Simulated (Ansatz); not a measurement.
Which YAML input does this script hand to the engine? (the Ansatz DFT code, driven from Python)

Script `cao_md.py`:
```python
import ansatz
from ase import Atoms
from ase.neighborlist import neighbor_list
import numpy as np

XC = "PBE"
FILLING = "fermi_dirac"
SCF_TOL = 1e-08
N_STEPS = 25
TEMPERATURE_K = 1200

cell = (
    ansatz.Lattice.from_parameters(3.403305, 3.403305, 3.403305, alpha=60.0, beta=60.0, gamma=60.0)
    .atom("Ca", (0.0, 0.0, 0.0))
    .atom("O", (0.5, 0.5, 0.5))
)

calc = cell.supercell(2, 2, 1).calculation()
calc = calc.functional(XC)
calc = calc.basis(18 * ansatz.Ha)
calc = calc.occupations(FILLING)
calc = calc.scf(tolerance=SCF_TOL)
calc = calc.kpoints(3).md(ansatz.Ensemble.NPT_LANGEVIN, timestep=2.0 * ansatz.fs, steps=N_STEPS, temperature=TEMPERATURE_K, friction=0.01, pressure=5, initial_velocities="maxwell_boltzmann", seed=856)
steps = []


def collect(event):
    if event["event"] == "md_step":
        steps.append(event["data"])


out = calc.session().plan().execute(on_event=collect)
data = out.report

for s in steps[::1]:
    print("%3d %7.1f fs  total %.4f eV  T %6.1f K" % (s["step"], s["time_fs"], s["lagrangian_ev"] + s["e_kin_ev"], s["temperature_k"]))

temperature = np.array([s["temperature_k"] for s in steps])
print(f"mean temperature of the second half {temperature[len(steps) // 2 :].mean():.1f} K")

print("last positions (A) and velocities (A/fs)")
for site, xyz, vel in zip(out.lattice.sites, steps[-1]["positions_ang"], steps[-1]["velocities_ang_fs"]):
    print(f"{site.symbol:2s}", " ".join(f"{v:8.4f}" for v in xyz), " ", " ".join(f"{v:9.5f}" for v in vel))

symbols = [site.symbol for site in out.lattice.sites]
pairs = np.concatenate([neighbor_list("d", Atoms(symbols, positions=s["positions_ang"], cell=out.lattice.cell_ang, pbc=True), 4.5) for s in steps[len(steps) // 2 :]])
counts, edges = np.histogram(pairs, bins=np.arange(0.5, 4.51, 0.25))
for low, count in zip(edges, counts / (len(symbols) * len(steps[len(steps) // 2 :]))):
    print(f"{low:4.2f}-{low + 0.25:4.2f} A  {count:6.2f} neighbours an atom")
```

`python cao_md.py` gives:
```text
DeckWarning: md: disabling space-group detection — thermal motion breaks the input geometry's symmetry, so no spatial operation reduces the k-mesh or symmetrises the density; time reversal is kept, so that k and −k are solved as one point where they differ and the mesh holds both, and exact exchange and, on two spinor components, a DFT+U term hold to it where the run has them: on two components no moment then forms, and a state that bears one, which a typed moment (crystal.atoms[].spin; refused [...]
  0     0.0 fs  total -9549.8042 eV  T 1050.0 K
  1     2.0 fs  total -9549.7511 eV  T 1091.7 K
  2     4.0 fs  total -9549.7383 eV  T 1075.1 K
  3     6.0 fs  total -9549.8590 eV  T  914.0 K
  4     8.0 fs  total -9550.0099 eV  T  714.9 K
  5    10.0 fs  total -9549.8169 eV  T  838.7 K
  6    12.0 fs  total -9549.7152 eV  T  862.0 K
  7    14.0 fs  total -9549.5663 eV  T  925.3 K
  8    16.0 fs  total -9549.4748 eV  T  931.4 K
  9    18.0 fs  total -9549.4292 eV  T  891.0 K
 10    20.0 fs  total -9549.3318 eV  T  899.7 K
 11    22.0 fs  total -9549.4104 eV  T  745.1 K
 12    24.0 fs  total -9549.3398 eV  T  751.9 K
 13    26.0 fs  total -9549.3376 eV  T  707.5 K
 14    28.0 fs  total -9549.2681 eV  T  732.3 K
 15    30.0 fs  total -9549.2938 eV  T  675.6 K
 16    32.0 fs  total -9549.3591 eV  T  596.9 K
 17    34.0 fs  total -9549.3879 eV  T  561.5 K
 18    36.0 fs  total -9549.3596 eV  T  582.0 K
 19    38.0 fs  total -9549.2557 eV  T  675.7 K
 20    40.0 fs  total -9549.3227 eV  T  603.8 K
 21    42.0 fs  total -9549.2191 eV  T  697.8 K
 22    44.0 fs  total -9549.2170 eV  T  701.9 K
 23    46.0 fs  total -9549.1691 eV  T  758.3 K
 24    48.0 fs  total -9549.0708 eV  T  867.1 K
 25    50.0 fs  total -9549.0399 eV  T  916.3 K
mean temperature of the second half 698.2 K
last positions (A) and velocities (A/fs)
Ca  -0.0549  -0.0780   0.0313     0.00415   0.00326   0.00346
O    3.5489   2.1052   1.6495     0.00888  -0.00220   0.00189
Ca   1.9829   2.8793   0.4074     0.00151   0.00144   0.00673
O    5.0546   4.8898   1.3648    -0.00109  -0.00068   0.00418
Ca   3.5983  -0.1213   0.0317    -0.00004   0.00718   0.01060
O    6.7899   1.9519   1.4106     0.00750   0.00237   0.00575
Ca   5.1447   3.0361   0.2133     0.00480  -0.00931   0.00222
O    8.6428   4.8376   1.3503     0.00172  -0.00401  -0.00095
0.50-0.75 A    0.00 neighbours an atom
0.75-1.00 A    0.00 neighbours an atom
1.00-1.25 A    0.00 neighbours an atom
1.25-1.50 A    0.00 neighbours an atom
1.50-1.75 A    0.00 neighbours an atom
1.75-2.00 A    0.00 neighbours an atom
2.00-2.25 A    0.92 neighbours an atom
2.25-2.50 A    3.29 neighbours an atom
2.50-2.75 A    1.50 neighbours an atom
2.75-3.00 A    0.29 neighbours an atom
3.00-3.25 A    2.19 neighbours an atom
3.25-3.50 A    6.52 neighbours an atom
3.50-3.75 A    3.29 neighbours an atom
3.75-4.00 A    1.65 neighbours an atom
4.00-4.25 A    3.77 neighbours an atom
4.25-4.50 A    2.27 neighbours an atom
```
(Warnings from the package without file and line, shortened.)

`input.yaml`:
```yaml
crystal:
  lattice:
    a: 3.403305
    b: 3.403305
    c: 3.403305
    alpha: 60.0
    beta: 60.0
    gamma: 60.0
  atoms:
    - { symbol: Ca, position: [0.0, 0.0, 0.0] }
    - { symbol: O, position: [0.5, 0.5, 0.5] }
  supercell: [2, 2, 1]
basis:
  ecutwfc: 489.804952427784
kpoints:
  mp_grid:
    grid: [3, 3, 3]
hamiltonian:
  xc: pbe
scf:
  convergence:
    dr2_threshold: 1.0e-08
  occupations:
    method: fermi_dirac
md:
  timestep: 2.0
  n_steps: 25
  ensemble: npt_langevin
  temperature: 1200.0
  friction: 0.01
  pressure: 5.0
  initial_velocities: maxwell_boltzmann
  seed: 856
```

Notes:
- Absolute energies stand on the zero of these potentials, so only differences at equal settings mean something. A total without «per atom» is that of the cell as typed.
- At these settings the cell as given stands under about 5 GPa, so it isn't at this functional's equilibrium volume.
- The structure is a deposited one; some such entries were measured under pressure or heat, so a shift against it needn't be the functional's error alone.
- A small cell, a coarse mesh and a very short run: it shows the set-up and gives no equilibrium averages.
- Finished in 3.6 min on 1 thread of Arm Neoverse V1, with other jobs on the host, peak memory 0.52 GiB.

(Lines on the test bed's own set-up are left out of the output.)
